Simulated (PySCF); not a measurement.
**From one method to the next for NaPb (quartet)**

Aim: see what other levels and later steps give for NaPb (quartet).

Computed with PySCF 2.14.0. Level: method and basis as typed in the scripts.

7 further runs of the same task are left out: 1 for a known fault of the program, 6 that didn't finish.

## (1) The system as given

NaPb (quartet): 2 atoms, charge 0, spin multiplicity 4.

No contacts short enough for the rule that draws bonds.

## (2) The base run

File input.py:

```python
from pyscf import gto, scf, mp

mol = gto.M(
    atom='Na 0 0 0; Pb 0 0 3.415',
    basis='def2-tzvpp',
    ecp={'Pb': 'def2-tzvpp'},
    charge=0,
    spin=3,
    symmetry=True,
    verbose=4,
)
mf = scf.UHF(mol)
mf.kernel()
mp.MP2(mf, frozen=5).kernel()
mf.dip_moment()
print('orbital energies (hartree):', [e[max(0, n-3):n+3].round(4) for e, n in zip(mf.mo_energy, mol.nelec)])
```

The run is started by

```console
> OMP_NUM_THREADS=1 python input.py
```

## (3) Polarisability

Edit 1 changes step after the SCF: mp2 → polarizability.

input.py, as its differences from that of step 2:

```diff
@@ -1,2 +1,3 @@
-from pyscf import gto, scf, mp
+from pyscf import gto, scf
+from pyscf.prop.polarizability import uhf as pol
 
@@ -13,3 +14,4 @@
 mf.kernel()
-mp.MP2(mf, frozen=5).kernel()
+print('polarizability (a.u.)')
+print(pol.Polarizability(mf).polarizability().round(4))
 mf.dip_moment()
```

## (4) Hf,lyp (UKS)

Edit 2 changes functional: none (Hartree–Fock) → hf,lyp; SCF type: UHF → UKS; step after the SCF: mp2 → analyze.

input.py, as its differences from that of step 2:

```diff
@@ -1,2 +1,2 @@
-from pyscf import gto, scf, mp
+from pyscf import gto, dft
 
@@ -11,5 +11,5 @@
 )
-mf = scf.UHF(mol)
+mf = dft.UKS(mol, xc='hf,lyp')
 mf.kernel()
-mp.MP2(mf, frozen=5).kernel()
+mf.mulliken_pop()
 mf.dip_moment()
```

## (5) Hcth407 (UKS)

Edit 3 changes functional: none (Hartree–Fock) → hcth407; SCF type: UHF → UKS; step after the SCF: mp2 → analyze.

input.py, as its differences from that of step 2:

```diff
@@ -1,2 +1,2 @@
-from pyscf import gto, scf, mp
+from pyscf import gto, dft
 
@@ -11,5 +11,5 @@
 )
-mf = scf.UHF(mol)
+mf = dft.UKS(mol, xc='hcth407')
 mf.kernel()
-mp.MP2(mf, frozen=5).kernel()
+mf.mulliken_pop()
 mf.dip_moment()
```

## (6) MP2

Edit 4 changes frozen orbitals: 5 → none.

input.py, as its differences from that of step 2:

```diff
@@ -13,3 +13,3 @@
 mf.kernel()
-mp.MP2(mf, frozen=5).kernel()
+mp.MP2(mf).kernel()
 mf.dip_moment()
```

What does the calculation give? Wanted: for each run, E(SCF); from base; gap, α spin; SCF dipole; after the SCF.

As calculated:

| run | E(SCF) (hartree) | from base (eV) | cycles | gap, α spin (eV) | SCF dipole (D) | after the SCF |
| --- | --- | --- | --- | --- | --- | --- |
| base | -353.709364 | 0 | 14 | 5.13 | 8.37 | MP2 correlation -14.396 eV, core frozen |
| polarisability | -353.709364 | 0.0000 | 14 | 5.13 | 8.37 | n/a |
| hf,lyp (UKS) | -354.923257 | not comparable | 13 | 5.25 | 8.43 | n/a |
| hcth407 (UKS) | -355.694041 | not comparable | 15 | 0.76 | 7.28 | n/a |
| MP2 | -353.709364 | 0.0000 | 14 | 5.13 | 8.37 | MP2 correlation -16.530 eV |

In words: Total energies of different functionals can't be compared with each other; differences within one functional can.
